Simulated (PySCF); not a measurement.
# Br6Ti ([TiBr6]3-): the cost of one run

Computed with PySCF 2.14.0 and routines of our own; the level stands in each step. Atoms count from 0.

### 1 The starting structure

7 atoms, charge -3, states of the metal's open shell are computed; geometry from: model geometry, bond lengths from ionic radii.

### 2 Ligand-field states: state-averaged CASSCF in water

The job: settings as JSON, then the geometry in Å.

```
{"job": {"kind": "lf", "basis": {"metal": "x2c-TZVPall", "ligand": "x2c-SVPall"}, "nevpt": true, "solvent": "water"}, "charge": -3, "metal": "Ti", "open_shell": "d1"}
Ti     0.000000     0.000000     0.000000
Br     0.000000     0.000000     2.530000
Br     0.000000     0.000000    -2.530000
Br     2.530000     0.000000     0.000000
Br    -2.530000     0.000000     0.000000
Br     0.000000     2.530000     0.000000
Br    -0.000000    -2.530000     0.000000
```

With the program's defaults for keys left out, this is: state-averaged CASSCF of the metal d shell, SC-NEVPT2 on the averaged canonical orbitals, state-interaction spin-orbit coupling.

Launch:

```console
$ OMP_NUM_THREADS=1 python lf_run.py task.json out
```

This one command runs all jobs of the session in turn.

**Question.** How long does this first job take on 1 thread of Arm Neoverse V1, shared host, and how much memory does it need?

About 1.7 min, with a peak of 0.83 GiB.
